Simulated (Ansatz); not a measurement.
**C4H8Si: one species, many methods**

One table from this session's results is given with a row withheld; the runs are named, their logs left out.

Method: functionals in def2-TZVPP, the program's frozen cores in correlated methods; program: Ansatz 0.2.0, Gaussian basis.

Plan: PBE-D4, r2SCAN-D4, PBE0-D4, B3LYP-D4, ωB97X-V, ωB97M-V, B2PLYP; CCSD(T)/def2-TZVPP; MP2/def2-QZVPP; extrapolation to the limit.

**The relaxed structure**

An earlier PBE0-D4 in a triple-zeta def2 set relaxation fixed the geometry.

SMILES `C#CCC[SiH3]`, 13 atoms, charge 0, spin multiplicity 1.

Atoms are counted from 1 here; the program's logs count them from 0.

Bond lengths: C1–C2 1.201 Å, C1–H6 1.064 Å, C2–C3 1.454 Å, C3–C4 1.533 Å, C3–H7 1.096 Å, C3–H8 1.096 Å, C4–Si5 1.878 Å, C4–H9 1.094 Å, C4–H10 1.094 Å, Si5–H11 1.487 Å, Si5–H12 1.489 Å, Si5–H13 1.489 Å. Angles: C2–C1–H6 179.6°, C1–C2–C3 178.6°, C2–C3–C4 112.8°, C2–C3–H7 108.8°, C2–C3–H8 108.8°, C4–C3–H7 110.1°, C4–C3–H8 110.1°, H7–C3–H8 106.0°, C3–C4–Si5 113.4°, C3–C4–H9 109.7°, C3–C4–H10 109.7°, Si5–C4–H9 108.8°, Si5–C4–H10 108.8°, H9–C4–H10 106.2°, C4–Si5–H11 110.4°, C4–Si5–H12 110.3°, C4–Si5–H13 110.3°, H11–Si5–H12 108.9° and more.

Set-up of the first run:

Contents of in.yaml:

```yaml
crystal:
  periodic: [false, false, false]
  atoms:
    - {symbol: C, position_ang: [-2.866367, -0.735709, 1.097604]}
    - {symbol: C, position_ang: [-1.845638, -0.176478, 0.803103]}
    - {symbol: C, position_ang: [-0.598048, 0.470101, 0.431083]}
    - {symbol: C, position_ang: [0.358485, -0.468186, -0.314231]}
    - {symbol: Si, position_ang: [1.976950, 0.350665, -0.802398]}
    - {symbol: H, position_ang: [-3.773540, -1.225106, 1.361958]}
    - {symbol: H, position_ang: [-0.824207, 1.345264, -0.188062]}
    - {symbol: H, position_ang: [-0.116340, 0.856393, 1.336152]}
    - {symbol: H, position_ang: [0.577835, -1.340864, 0.308458]}
    - {symbol: H, position_ang: [-0.129573, -0.851341, -1.215566]}
    - {symbol: H, position_ang: [2.848907, -0.614729, -1.522080]}
    - {symbol: H, position_ang: [1.717481, 1.518051, -1.689084]}
    - {symbol: H, position_ang: [2.694555, 0.837340, 0.407763]}
basis:
  gaussian: {orbitals: def2-TZVPP}
hamiltonian: {xc: pbe, dispersion: d4}
output: {forces: true, orbitals: {seedname: orbitals}}
```

The run is started by

```bash
$ ansatz run in.yaml --threads 4 --pin off --events-out ev --progress --plain --max-ram 10444MiB
```

Steps of the session up to this table: PBE-D4 (GGA); r2SCAN-D4 (meta-GGA); PBE0-D4 (hybrid); B3LYP-D4 (hybrid); ωB97X-V (range-separated); ωB97M-V (range-separated); B2PLYP (double hybrid); CCSD(T) in def2-TZVPP; MP2 in def2-QZVPP.

One of the session's tables, all rows but one given; the rest of the session is left out.

It belongs to the step «Atomisation energies». 

```
            method  atomisation energy (kcal/mol)
            PBE-D4                              ?
         r2SCAN-D4                         1207.1
           PBE0-D4                         1210.4
          B3LYP-D4                         1206.8
           ωB97X-V                         1207.2
           ωB97M-V                         1208.6
            B2PLYP                         1195.7
     HF/def2-TZVPP                          906.4
    MP2/def2-TZVPP                         1192.8
   CCSD/def2-TZVPP                         1161.5
CCSD(T)/def2-TZVPP                         1177.8
           MP2/CBS                         1220.3
       CCSD(T)/CBS                         1205.3
```

Estimate the missing values for PBE-D4.

The run gave: atomisation energy (kcal/mol): 1225.8. In the column «atomisation energy (kcal/mol)» it is the highest.
